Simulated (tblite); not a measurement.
# AlF3GeH2O4Si: the cost of one run

Programs: tblite 0.8.0 and PySCF 2.14.0. All values are calculated, for the isolated system unless a continuum is named. Atoms count from 0, parts from 1.

## (1) Starting point

12 atoms, charge 0, multiplicity 1; geometry: distance geometry start.

## (2) Geometry optimisation with GFN2-xTB

Job settings and geometry (Å):

```
{"job": {"kind": "relax", "xc": "GFN2-xTB", "basis": "xTB"}, "charge": 0, "multiplicity": 1}
Ge     1.013964     0.984673    -1.006733
O     -0.222660     0.391414    -2.315176
Al    -1.637814    -0.711615    -2.007406
O     -2.084078    -1.047037    -0.234932
O     -1.794938    -2.161911    -3.178623
O      2.093638     1.301180     0.453031
Si     1.690990     0.892102     2.144279
F      0.098833     1.266045     2.438784
F      2.690451     1.723634     3.151812
F      1.900308    -0.788234     2.346301
H     -1.510849    -0.855104     0.521716
H     -2.436870    -2.917363    -3.054354
```

Level: GFN2-xTB geometry optimisation, gas phase.

Started as:

```sh
> OMP_NUM_THREADS=1 python cluster_run.py task.json out
```

This one command runs all jobs of the session in turn.

**Question.** How long does this first job take on 1 thread of Arm Neoverse V1, shared host?

About 4.2 s.
